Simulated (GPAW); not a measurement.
Ti3S2:

```
Ti S
1.0
     2.71311    1.56642    3.23762
    -2.71311    1.56642    3.23762
     0.00000   -3.13283    3.23762
Ti S
3 2
Direct
  0.00000 0.33565 0.66434
  0.66434 0.00000 0.33565
  0.33565 0.66434 0.00000
  0.16784 0.16784 0.16784
  0.83216 0.83216 0.83216
```

The cell comes from a database or a generator and needn't be the stable form of this composition.

```yaml
Program: GPAW 26.7.0
Task: single point
Functional: PBEsol
Potentials_or_basis: PAW data sets generated in the run's folder for this functional
Cutoff: 600 eV
Basis: pw
k_mesh: 6 × 6 × 6
Occupations: fermi-dirac, width 0.05 eV
Spin: no spin polarisation
```

On this cell: pressure -4.4 GPa; largest force 0.028 eV/Å; band gap on the k mesh none (metal or under the smearing width).

The same run follows on a disturbed copy (atoms moved at random, drawn with an rms of 0.05 Å):

```
CELL_PARAMETERS angstrom
2.71311 1.56642 3.23762
-2.71311 1.56642 3.23762
0.00000 -3.13283 3.23762
ATOMIC_POSITIONS crystal
Ti 0.00504 0.33886 0.65433
Ti 0.66145 0.00702 0.33455
Ti 0.33258 0.65915 0.99989
S 0.14899 0.19212 0.16459
S 0.83772 0.83799 0.82778
```

**Question.** What changes?

**Answer.** The energy (extrapolated to zero smearing) moves by +23.5 meV/atom; pressure -4.1 GPa; largest force 1.329 eV/Å; band gap on the k mesh none (metal or under the smearing width).

Forces on the atoms (eV/Å):
```
Ti  -0.404 -0.381  0.298
Ti  -0.120  0.043 -0.388
Ti  -0.407  0.731  0.943
S    1.240 -0.073 -0.471
S   -0.310 -0.319 -0.381
```

Stress tensor (GPa, compression positive):
```
-5.53 -1.38 -0.21
-1.38 -2.59  0.02
-0.21  0.02 -4.12
```
